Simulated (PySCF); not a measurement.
# CsBr: the SCF solver's settings

Do solver options change the result for CsBr, or only the number of cycles?

Program: PySCF 2.14.0. Level of theory: each script names its method and basis. These are calculated values, not measurements.

4 further runs of the same task are left out: 1 for a known fault of the program, 3 that didn't finish.

### 1 Where the work starts

CsBr: 2 atoms, charge 0, spin multiplicity 1.

Bond lengths: Cs1–Br2 3.551 Å.

### 2 Base script

Contents of input.py:

```python
from pyscf import gto, dft

mol = gto.M(
    atom='Cs 0 0 0; Br 0 0 3.551',
    basis='lanl2dz',
    ecp={'Cs': 'lanl2dz', 'Br': 'lanl2dz'},
    charge=0,
    spin=0,
    verbose=4,
)
mf = dft.RKS(mol, xc='o3lyp')
mf.kernel()
mf.stability(internal=True, external=True)
mf.dip_moment()
print('orbital energies (hartree):', mf.mo_energy[..., max(0, mol.nelec[1]-3):mol.nelec[0]+3].round(4))
```

The run is started by

```
$ OMP_NUM_THREADS=1 python input.py
```

Its log is not repeated here.

Base result: E(SCF) = -33.148024 Eh, 8 cycles, μ = 14.19 D, internal stable; real -> complex stable; RHF/RKS -> UHF/UKS stable.

The bond length is a typed value, not an optimised one.

### 3 Second-order solver on

Edit 1 changes second-order solver: off → on.

Contents of input.py:

```python
from pyscf import gto, dft

mol = gto.M(
    atom='Cs 0 0 0; Br 0 0 3.551',
    basis='lanl2dz',
    ecp={'Cs': 'lanl2dz', 'Br': 'lanl2dz'},
    charge=0,
    spin=0,
    verbose=4,
)
mf = dft.RKS(mol, xc='o3lyp')
mf = mf.newton()
mf.kernel()
mf.stability(internal=True, external=True)
mf.dip_moment()
print('orbital energies (hartree):', mf.mo_energy[..., max(0, mol.nelec[1]-3):mol.nelec[0]+3].round(4))
```

The run is started by

```
$ OMP_NUM_THREADS=1 python input.py
```

### 4 Smearing width 0.005 hartree

Edit 2 changes smearing width: none → 0.005 hartree; step after the SCF: stability → none.

input.py, as its differences from that of step 2:

```diff
@@ -1,2 +1,2 @@
-from pyscf import gto, dft
+from pyscf import gto, dft, scf
 
@@ -11,4 +11,4 @@
 mf = dft.RKS(mol, xc='o3lyp')
+mf = scf.addons.smearing_(mf, sigma=0.005, method='fermi')
 mf.kernel()
-mf.stability(internal=True, external=True)
 mf.dip_moment()
```

### 5 Initial guess 1e

Edit 3 changes initial guess: minao → 1e.

input.py, as its differences from that of step 2:

```diff
@@ -11,2 +11,3 @@
 mf = dft.RKS(mol, xc='o3lyp')
+mf.init_guess = '1e'
 mf.kernel()
```

What does the calculation give? Wanted: for each run, E(SCF); from base; gap; SCF dipole; after the SCF.

The runs gave:

```
                         run  E(SCF) (hartree)  from base (eV)   cycles  gap (eV)  SCF dipole (D)  after the SCF
                        base        -33.148024               0        8      1.63           14.19         stable
      second-order solver on        -33.148024          0.0000  6 macro      1.63           14.19         stable
smearing width 0.005 hartree        -33.147620         +0.0110       10       n/a           14.10            n/a
            initial guess 1e        -33.148024          0.0000        9      1.63           14.19         stable
```

Distance from each run's final energy (log10 hartree) by cycle:

| run | cycle 1 | cycle 2 | cycle 3 | cycle 5 | cycle 8 | cycle 12 |
| --- | --- | --- | --- | --- | --- | --- |
| base | -0.1 | -0.5 | -2.3 | -6.4 | < -11 | done |
| second-order solver on | -0.8 | -1.6 | -2.8 | < -11 | done | done |
| smearing width 0.005 hartree | 0.0 | -0.5 | -2.1 | -4.6 | -7.5 | done |
| initial guess 1e | 0.8 | 1.2 | -0.5 | -3.9 | -9.3 | done |

No change of the SCF energy comes from second-order solver on or initial guess 1e.
